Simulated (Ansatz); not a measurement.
# BH3O (SMILES [H]B([H])O): r2SCAN/STO-3G

What is the electronic atomisation energy of BH3O at r2SCAN/STO-3G? 

Program for the calculation: Ansatz 0.2.0.

45 further runs of the same task are left out: 1 that didn't finish, 44 set aside as unsound or not needed.

## 1. Starting point

BH3O has 5 atoms, charge 0, and is taken as a singlet. As SMILES, `[H]B([H])O`. The coordinates come from a GFN2-xTB relaxation.

Bond lengths: B1–O4 1.325 Å, B1–H2 1.172 Å, B1–H3 1.182 Å, O4–H5 0.958 Å. Angles: B1–O4–H5 117.9°, H2–B1–O4 115.8°, H3–B1–O4 122.8°, H2–B1–H3 121.4°.

## 2. The energy at r2SCAN/STO-3G

input.yaml reads:

```yaml
crystal:
  periodic: [false, false, false]
  atoms:
    - {symbol: B, position_ang: [0.270970, 0.302480, -0.108500]}
    - {symbol: H, position_ang: [1.403550, 0.390040, -0.395610]}
    - {symbol: H, position_ang: [-0.432910, 1.251360, -0.080700]}
    - {symbol: O, position_ang: [-0.159420, -0.918700, 0.174490]}
    - {symbol: H, position_ang: [-1.082200, -1.025180, 0.410320]}
basis:
  gaussian: {orbitals: STO-3G}
magnetization: {spin_polarized: false}
hamiltonian: {xc: {name: r2SCAN}}
accuracy: high
```

On the command line:

```bash
$ ansatz run input.yaml --threads 1 --pin off --max-ram 2610MiB --events-out events.jsonl --progress --plain --runs-dir runs
```

Log:

```text
Warning: RAYON_NUM_THREADS=1 ignored (pool sized by the plan → 1); use --threads N
Functional definition: r2SCAN
  name "r2SCAN"
  parameter k0 = 0.174
  parameter k1 = 0.065
  parameter a1 = 4.9479
  exchange = r2scan_x(k0 = k0, k1 = k1, a1 = a1)
  correlation = r2scan_c
207 factors; integrals over basis functions are off by at most 3.1e-8 eV
mean field evaluation 1: about -2734.2434 eV, gradient 8.1e0 eV
mean field evaluation 2: about -2734.3190 eV, gradient 7.7e0 eV
mean field evaluation 4: about -2734.4840 eV, gradient 1.6e-1 eV
mean field evaluation 8: about -2734.4310 eV, gradient 4.2e-3 eV
mean field evaluation 16: about -2734.4310 eV, gradient 8.3e-9 eV
mean field -2734.43104472 eV, -100.4884874296 hartree, gradient 8.3e-9 eV, S^2 0.000000; 0 other end points of the search recorded, 0 dependent functions left out
reference -2734.43104507 eV, -100.4884874425 hartree; 8, 8 occupied and 5, 5 virtual orbitals, 207 factors
Total energy: -2734.43104507 eV, -100.4884874425 hartree
```

Wall time 1.6 s (1 thread of Arm Neoverse V1, shared host); peak memory 0.12 GiB.

## 3. The B atom at the same level

run.yaml reads:

```yaml
crystal:
  periodic: [false, false, false]
  atoms:
    - {symbol: B, position_ang: [0.000000, 0.000000, 0.000000]}
basis:
  gaussian:
    orbitals: STO-3G
magnetization:
  spin_polarized: true
  initial_magnetization: 1
hamiltonian:
  xc: r2scan
accuracy: high
```

Run the same way, it converges to -24.25154 Eh (log not shown).

## 4. The H atom

molecule.yaml reads:

```yaml
crystal:
  periodic: [false, false, false]
  atoms:
    - symbol: H
      position_ang: [0.000000, 0.000000, 0.000000]
basis:
  gaussian:
    orbitals: STO-3G
hamiltonian:
  xc: {name: r2SCAN}
accuracy: high
magnetization:
  spin_polarized: true
  initial_magnetization: 1
```

Run the same way, it converges to -0.46646 Eh (log not shown).

## 5. The O atom, same level

job.yaml reads:

```yaml
basis:
  gaussian:
    orbitals: STO-3G
crystal:
  periodic: [false, false, false]
  atoms:
    - {symbol: O, position_ang: [0.000000, 0.000000, 0.000000]}
magnetization:
  spin_polarized: true
  initial_magnetization: 2
hamiltonian:
  xc: {name: r2SCAN}
accuracy: high
```

Run the same way, it converges to -74.01525 Eh (log not shown).

## 6. Outcome

At r2SCAN/STO-3G:

```
                     quantity          value
       molecule: total energy  -100.48849 Eh
         B atom: total energy   -24.25154 Eh
                 B atom: ⟨S²⟩          0.750
         H atom: total energy    -0.46646 Eh
                 H atom: ⟨S²⟩          0.750
         O atom: total energy   -74.01525 Eh
                 O atom: ⟨S²⟩          2.000
electronic atomisation energy      22.376 eV
```

What this shows: Taking the molecule apart into free atoms costs 22.38 eV (516 kcal/mol), before zero-point energy and without spin-orbit coupling. In a minimal basis such a difference can be off by several eV, whatever the method.
